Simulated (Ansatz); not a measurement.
# The palladium atom (singlet): the correlation ladder, def2-TZVPP

An exercise on one series of results from a longer session: the logs are not shown, and one member is left open.

Program: Ansatz 0.2.0, Gaussian basis. Level of theory: def2-TZVPP, core rule «outside noble gas», up to 4 orbitals frozen. These are calculated values, not measurements.

The runs, in order: UHF; CCSD(T) on RHF; CISD; CCSDT(Q) on RHF; CASSCF and MRCISD+Q, 10 electrons in 6 orbitals; CASSCF and MRCISD+Q(relaxed), 10 electrons in 6 orbitals; CASSCF and NEVPT4(SD), 10 electrons in 6 orbitals; CASSCF and NEVPT2, 10 electrons in 6 orbitals.

### The atom

A free atom, in its lowest state of this spin that the program finds. No spin-orbit coupling is included. Elements past krypton take def2 core potentials.

1 atom, charge 0, spin multiplicity 1.

Set-up of the first run:

Contents of in.yaml:

```yaml
crystal:
  periodic: [false, false, false]
  atoms:
    - {symbol: Pd, position_ang: [0.000000, 0.000000, 0.000000]}
basis:
  gaussian: {orbitals: def2-TZVPP}
magnetization: {spin_polarized: true, initial_magnetization: 0}
hamiltonian: {xc: hf}
output: {orbitals: {seedname: orbitals}}
```

On the command line:

```sh
$ ansatz run in.yaml --threads 1 --pin off --events-out ev --progress --plain --max-ram 2393MiB
```

Steps of the session up to this table: UHF; CCSD(T) on RHF; CISD; CCSDT(Q) on RHF; CASSCF and MRCISD+Q, 10 electrons in 6 orbitals; CASSCF and MRCISD+Q(relaxed), 10 electrons in 6 orbitals; CASSCF and NEVPT4(SD), 10 electrons in 6 orbitals; CASSCF and NEVPT2, 10 electrons in 6 orbitals.

One of the session's tables, all rows but one given; the rest of the session is left out.

```
                   method  from RCCSDT(Q) (meV)
                      RHF                     ?
                     RMP2                -457.9
                     CISD                +838.2
                    RCCSD                +359.3
                 RCCSD(T)                 -17.8
                   RCCSDT                  +5.8
                RCCSDT(Q)                     0
           CASSCF valence               +9203.9
           NEVPT2 valence                +732.6
       NEVPT4(SD) valence                +251.9
           MRCISD valence                +800.0
         MRCISD+Q valence                +259.9
MRCISD+Q(relaxed) valence                +259.8
```

Estimate the missing values for RHF.

**Answer.** from RCCSDT(Q) (meV): +9307.4. In the column «from RCCSDT(Q) (meV)» it is the highest.
